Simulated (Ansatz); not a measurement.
CH4OSeSi, SMILES [SeH]C1O[SiH2]1, a single point in a Gaussian basis

Program: the Python package of Ansatz (0.2.0).

`ch4osesi.xyz`
```text
8

Se   -1.45140    1.28490   -0.54480
C     0.00690    0.60070    0.42570
O     1.14340    0.73510   -0.29300
Si    0.74670   -0.94670   -0.28970
H    -2.47030    0.48990    0.27490
H     0.14380    0.80490    1.51080
H     1.65740   -1.72670    0.52330
H     0.31560   -1.29930   -1.66290
```

Run as a notebook:

```python
import ansatz

molecule = ansatz.Crystal.molecule_from_extxyz("ch4osesi.xyz")
```

```python
calc = molecule.calculation().basis(gaussian="def2-TZVP").functional("lc_wpbe")
rep = calc.session().plan(threads=1).execute().report
```

    

```python
print("reference energy %16.6f eV" % rep["reference_energy_ev"])
print("total energy     %16.6f eV" % rep["free_energy_ev"])
print("occupied (up, down):", rep["n_occupied"], " virtual:", rep["n_virtual"], " frozen:", rep["n_frozen"])
```

    reference energy    -76363.186220 eV
    total energy        -76363.186220 eV
    occupied (up, down): [33, 33]  virtual: [138, 138]  frozen: 0

```python
state = rep["mean_field"]["state"]
print(f"mean field: {state['energy']['hartree']:.7f} Ha, <S^2> = {abs(state['spin_squared']):.4f}, stability: {state.get('stability', {}).get('kind')}")
```

    mean field: -2806.2953328 Ha, <S^2> = 0.0000, stability: minimum

Reading the output:
- Total energies depend on the basis set; only differences at equal settings carry meaning.
- The geometry is a force-field or estimated start, not a minimum of this method, and the basis set is short of its limit.
- Hardware and time: 5.4 s on 1 thread of Arm Neoverse V2 (shared host), peak memory 0.35 GiB.

(Lines on the test bed's own set-up are left out of the output.)
